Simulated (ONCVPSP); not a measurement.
**Pm: generating and testing an ONCV potential**

Aim: build the potential from the settings below, then test how well it stands in for the atom: other configurations, scattering, ghost states and the plane-wave cutoff that it needs.

Program: ONCVPSP 4.0.1. Reference atom: PBE, scalar-relativistic, spherical and spin-unpolarised. All values are calculated.

## 1. Settings

Typed settings, in words:

| Item | Value |
| --- | --- |
| element | promethium (Pm, Z = 61) |
| type | optimised norm-conserving Vanderbilt (ONCV) |
| frozen core | [Kr] 4d10 |
| valence charge | 15 |
| reference configuration | 4f4.5 5s2 5p6 5d0.5 6s2 |
| partial waves | 5s+6s: rc 2.30 bohr, ncon 4, nbas 9, qcut 4.9 1/bohr, 2 projectors; 5p: rc 2.25 bohr, ncon 4, nbas 8, qcut 5.7 1/bohr, 2 projectors, debl 1.7 Ha; 5d: rc 4.00 bohr, ncon 4, nbas 9, qcut 4.3 1/bohr, 2 projectors, debl 3.8 Ha; 4f: rc 1.05 bohr, ncon 3, nbas 8, qcut 14.8 1/bohr, 2 projectors, debl 2.8 Ha |
| local potential | polynomial inside 0.70 bohr (lpopt 5, dvloc0 2 Ha) |
| core correction | Teter function, fcfact 5.75, rcfact 1.35 |

The nodes and maxima of the atom's own shells, from an earlier all-electron run, set the scale for the radii.

All-electron outer shells of the reference configuration (PBE, scalar-relativistic, ld1.x):

```
shell  level (eV)  outermost node (bohr)  outermost maximum (bohr)
   4d     -125.86                   0.29                      0.60
   5s      -43.52                   0.70                      1.29
   5p      -24.00                   0.75                      1.46
   4f       -4.67                      –                      0.63
   6s       -3.76                   1.72                      3.63
   5d       -2.32                   0.85                      2.12
   6p       -1.29                   2.06                      4.84
```

## 2. Generation

Pm.dat

```
# ATOM AND REFERENCE CONFIGURATION
# atsym  z   nc   nv     iexc    psfile
  Pm 61.00    9    5        4      upf
#
#   n    l    f
    1    0    2.00
    2    0    2.00
    2    1    6.00
    3    0    2.00
    3    1    6.00
    3    2   10.00
    4    0    2.00
    4    1    6.00
    4    2   10.00
    4    3    4.50
    5    0    2.00
    5    1    6.00
    5    2    0.50
    6    0    2.00
#
# PSEUDOPOTENTIAL AND OPTIMIZATION
# lmax
    3
#
#   l,   rc,      ep,       ncon, nbas, qcut
    0    2.30    0.00    4    9    4.90
    1    2.25    0.00    4    8    5.70
    2    4.00    0.00    4    9    4.30
    3    1.05    0.00    3    8   14.80
#
# LOCAL POTENTIAL
# lloc, lpopt,  rc(5),   dvloc0
    4    5    0.70    2.00
#
# VANDERBILT-KLEINMAN-BYLANDER PROJECTORs
# l, nproj, debl
    0    2    1.70
    1    2    1.70
    2    2    3.80
    3    2    2.80
#
# MODEL CORE CHARGE
# icmod, fcfact, rcfact
    3    5.75    1.35
#
# LOG DERIVATIVE ANALYSIS
# epsh1, epsh2, depsh
   -3.00    5.00    0.02
#
# OUTPUT GRID
# rlmax, drl
    6.00    0.01
#
# TEST CONFIGURATIONS
# ncnf
    4
# nvcnf
#   n    l    f
    5
    4    3    5.00
    5    0    2.00
    5    1    6.00
    5    2    0.00
    6    0    2.00
#
    5
    4    3    5.00
    5    0    2.00
    5    1    6.00
    5    2    0.00
    6    0    1.00
#
    5
    4    3    5.00
    5    0    2.00
    5    1    6.00
    5    2    0.00
    6    0    0.00
#
    5
    4    3    4.00
    5    0    2.00
    5    1    6.00
    5    2    0.00
    6    0    0.00
#
```

Command:

```bash
$ oncvpsp.x < Pm.dat > Pm.out
```

What does the calculation give? Wanted: cutoffs for 1 and 0.1 mHa per electron, occupied waves; bound ghosts; GHOST(+) flags; largest phase difference near zero energy, channels read; rms error of d²Exc/dn², without and with the model core.

**Answer**, as computed:

| quantity | value |
| --- | --- |
| cutoffs for 1 and 0.1 mHa per electron, occupied waves | 96 Ha and 105 Ha |
| bound ghosts | s at -551.47 eV, p at -222.57 eV, d at -53.46 eV |
| GHOST(+) flags | s at 74 eV, d at 108 eV |
| largest phase difference near zero energy, channels read | 0.393 rad |
| rms error of d²Exc/dn², without and with the model core | 7.76 and 3.10 mHa |

What this shows: A bound ghost (s, p, d) makes it unfit for use: electrons can fall into a state that the atom doesn't have. By its cutoff, 96 Ha for the looser tolerance, it is very hard. At the looser tolerance the 4f wave is the slowest; 5p needs 10 Ha. Near zero energy the largest phase difference among the channels read is 0.39 rad, in the d channel. The pseudo curves have a pole with no partner nearby in the atom's: d at -1.96 Ha. The program also flags highly localised states, GHOST(+) (s, d).
